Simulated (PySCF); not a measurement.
# BeBr: bond curves at several levels of theory

One job finds the state of BeBr, follows it along the bond with each method and fits the curves.

Computed with PySCF 2.14.0. Level: Be x2c-TZVPPall, Br x2c-TZVPPall, spin-free X2C with a Gaussian nucleus.

## Step 1: Input

Settings of the job:

```
atoms                         : Be, Br
charge                        : 0
basis                         : Be x2c-TZVPPall, Br x2c-TZVPPall
Hamiltonian                   : spin-free X2C with a Gaussian nucleus
basis functions               : 67
electrons treated             : 39
masses in u                   : 9.0122, 78.9183
levels                        : PBE0, PBE, r²SCAN, B97-3, B3LYP, B2PLYP, revPBE, ωB97X, HF, MP2, SCS-MP2, CCSD, CCSD(T)
grid                          : 80 radial by 434 angular points
occupations                   : held fixed by the projection of orbital angular momentum
dissociation limit            : Be + Br, each in its ground configuration
starting distance in angstrom : 2.075
values of 2S to try           : 1, 3
```

Launch:

```bash
OMP_NUM_THREADS=1 python dia.py task.json out
```

After this run come: First curve: PBE0; Other states along the same grid; PBE; r²SCAN; B97-3 (global hybrid GGA); B3LYP (global hybrid GGA); B2PLYP (double hybrid); revPBE; ωB97X (range-separated hybrid); UHF; Correlated methods on the Hartree–Fock reference.

**Question.** What will these runs give? Wanted: for each run, Re; ωe; De; μ.

As calculated:

Lowest PBE0 solution found, without spin–orbit coupling: ²Σ⁺ (doublet), unpaired electrons σ ↑. State 2 has its PBE0 minimum 5.51 eV higher. The other levels ran on the lowest alone.

```csv
level,Re (Å),ωe (cm⁻¹),De (eV),μ (D)
UHF,1.980,704,2.97,-1.07
UHF-MP2,1.973,702,3.52,n/a
UHF-SCS-MP2,1.978,696,3.26,n/a
UHF-CCSD,1.976,697,2.93,n/a
UHF-CCSD(T),1.978,693,3.02,n/a
PBE,1.976,682,3.62,-0.59
revPBE,1.985,674,3.44,-0.62
r²SCAN,1.971,693,3.80,-0.74
B3LYP,1.972,687,3.39,-0.77
PBE0,1.967,699,3.57,-0.72
B97-3,1.972,691,3.38,-0.67
ωB97X,1.975,691,3.30,-0.90
B2PLYP,1.971,694,3.38,-0.90
```

De is counted to Be + Br in their ground configurations. A positive dipole means Be(−)Br(+).

Differences from CCSD(T) in the same basis:

```csv
level,Re (mÅ),ωe (%)
UHF,+2,+1.6
UHF-MP2,-5,+1.3
UHF-SCS-MP2,0,+0.5
UHF-CCSD,-2,+0.5
PBE,-3,-1.6
revPBE,+6,-2.7
r²SCAN,-7,0.0
B3LYP,-6,-0.8
PBE0,-12,+0.9
B97-3,-7,-0.3
ωB97X,-4,-0.3
B2PLYP,-7,+0.2
```

In words: Against CCSD(T) in the same basis, the bond length is nearest at UHF-SCS-MP2 (0 mÅ) and farthest at PBE0 (-12 mÅ); the wavenumber is nearest at r²SCAN (0.0 %) and farthest at revPBE (-2.7 %). Of the levels with a De here, UHF-CCSD gives the least (2.93 eV) and r²SCAN the most (3.80 eV).

Correlated steps freeze 9 core orbitals. B2PLYP dipoles, levels and charges come from its SCF part alone.
